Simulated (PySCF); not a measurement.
# Towards the basis-set limit for SbCl

The task here is to estimate one member of a computed series from the others.

Computed with PySCF 2.14.0. Level: CCSD(T) on ROHF, scalar-relativistic core potentials.

Set-up of the first run:

```
molecule             : SbCl
state                : triplet, unpaired electrons π ↑↑
smaller basis        : Sb cc-pwCVDZ-PP with ECP28, Cl aug-cc-pV(D+d)Z
larger basis         : Sb cc-pwCVTZ-PP with ECP28, Cl aug-cc-pV(T+d)Z
frozen core orbitals : 9
extrapolation        : correlation as n⁻³ (n = 2, 3), Hartree–Fock as (n+1)·exp(−9√n)
corrections          : none
distances (Å)        : 2.0729, 2.1671, 2.2613, 2.3555, 2.4498, 2.5675, 2.6853
masses (u)           : 120.9038, 34.9689
dissociation limit   : Sb + Cl
```

Run with:

```sh
> OMP_NUM_THREADS=4 python comp.py task.json out
```

Among the steps run: Coupled cluster at each distance.

One table of the session follows, with a row left open; its other results are not shown here.

It belongs to the step «Coupled cluster at each distance». Parts of the energy along the bond, in eV from Sb + Cl:

```
 R (Å)  HF/CBS  CCSD corr.      (T)
2.0729  -1.045      -1.111  -0.1475
2.1671  -1.559      -1.066  -0.1512
2.2613  -1.809      -1.030  -0.1558
2.3555       ?           ?        ?
2.4498  -1.818      -0.982  -0.1671
2.5675  -1.634      -0.963  -0.1753
2.6853  -1.374      -0.951  -0.1846
```

**Question.** Estimate the row for R (Å) = 2.3555.

Worked estimate for «HF/CBS». A straight line through the neighbours (2.2613, -1.809) and (2.4498, -1.818) gives -1.809 + (-1.818 + 1.809) × (2.3555 − 2.2613) / (2.4498 − 2.2613) = -1.813; a parabola fitted to 4 rows on both sides gives -1.873.

As computed: HF/CBS: -1.875; CCSD corr.: -1.003; (T): -0.1611. In «HF/CBS» the line misses by +0.062 and the parabola by +0.002.

Limits of these values: An extrapolation from double and triple zeta is rough, so this isn't yet the limit.
